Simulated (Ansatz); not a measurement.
# CH₅BFNO: one species, many methods

The task here is to estimate one member of a computed series from the others.

Computed with Ansatz 0.2.0, Gaussian basis. Level: functionals in def2-TZVPP, the program's frozen cores in correlated methods.

Plan: PBE-D4, r2SCAN-D4, PBE0-D4, B3LYP-D4, ωB97X-V, ωB97M-V, B2PLYP; CCSD(T)/def2-TZVPP; MP2/def2-QZVPP; extrapolation to the limit.

## Structure used throughout

An earlier PBE0-D4 in a triple-zeta def2 set relaxation fixed the geometry.

SMILES `BNC(O)F`, 10 atoms, charge 0, spin multiplicity 1.

Atoms are counted from 1 here; the program's logs count them from 0.

Bond lengths: B1–N2 1.390 Å, B1–H6 1.194 Å, B1–H7 1.195 Å, N2–C3 1.424 Å, N2–H8 1.011 Å, C3–O4 1.370 Å, C3–F5 1.382 Å, C3–H9 1.090 Å, O4–H10 0.963 Å. Angles: N2–B1–H6 118.7°, N2–B1–H7 118.5°, H6–B1–H7 122.7°, B1–N2–C3 125.6°, B1–N2–H8 120.9°, C3–N2–H8 113.4°, N2–C3–O4 114.8°, N2–C3–F5 107.4°, N2–C3–H9 109.9°, O4–C3–F5 108.9°, O4–C3–H9 107.2°, F5–C3–H9 108.5°, C3–O4–H10 109.5°.

The first run:

The input, in.yaml:

```yaml
crystal:
  periodic: [false, false, false]
  atoms:
    - {symbol: B, position_ang: [-1.160069, -1.129238, 0.182395]}
    - {symbol: N, position_ang: [0.098302, -0.566784, 0.000915]}
    - {symbol: C, position_ang: [0.434454, 0.800105, 0.216813]}
    - {symbol: O, position_ang: [0.676975, 1.519602, -0.923074]}
    - {symbol: F, position_ang: [1.563622, 0.828227, 1.012975]}
    - {symbol: H, position_ang: [-1.307348, -2.291919, -0.045539]}
    - {symbol: H, position_ang: [-2.050450, -0.427179, 0.560807]}
    - {symbol: H, position_ang: [0.885561, -1.134842, -0.281109]}
    - {symbol: H, position_ang: [-0.374722, 1.301036, 0.747907]}
    - {symbol: H, position_ang: [1.316775, 1.049791, -1.469191]}
basis:
  gaussian: {orbitals: def2-TZVPP}
hamiltonian: {xc: pbe, dispersion: d4}
output: {forces: true, orbitals: {seedname: orbitals}}
```

Command:

```console
$ ansatz run in.yaml --threads 4 --pin off --events-out ev --progress --plain --max-ram 10444MiB
```

Steps of the session up to this table: PBE-D4 (GGA); r2SCAN-D4 (meta-GGA); PBE0-D4 (hybrid); B3LYP-D4 (hybrid); ωB97X-V (range-separated); ωB97M-V (range-separated); B2PLYP (double hybrid); CCSD(T) in def2-TZVPP; MP2 in def2-QZVPP.

One of the session's tables, all rows but one given; the rest of the session is left out.

| method | atomisation energy (kJ/mol) |
| --- | --- |
| PBE-D4 | 3927.3 |
| r2SCAN-D4 | 3822.1 |
| PBE0-D4 | ? |
| B3LYP-D4 | 3822.7 |
| ωB97X-V | 3827.2 |
| ωB97M-V | 3836.0 |
| B2PLYP | 3782.6 |
| HF/def2-TZVPP | 2684.3 |
| MP2/def2-TZVPP | 3791.9 |
| CCSD/def2-TZVPP | 3637.7 |
| CCSD(T)/def2-TZVPP | 3700.3 |
| MP2/CBS | 3896.3 |
| CCSD(T)/CBS | 3804.7 |

Estimate the missing values for PBE0-D4.

**Answer.** atomisation energy (kJ/mol): 3824.2. In the column «atomisation energy (kJ/mol)» it lies between B3LYP-D4 (3822.7) and ωB97X-V (3827.2).
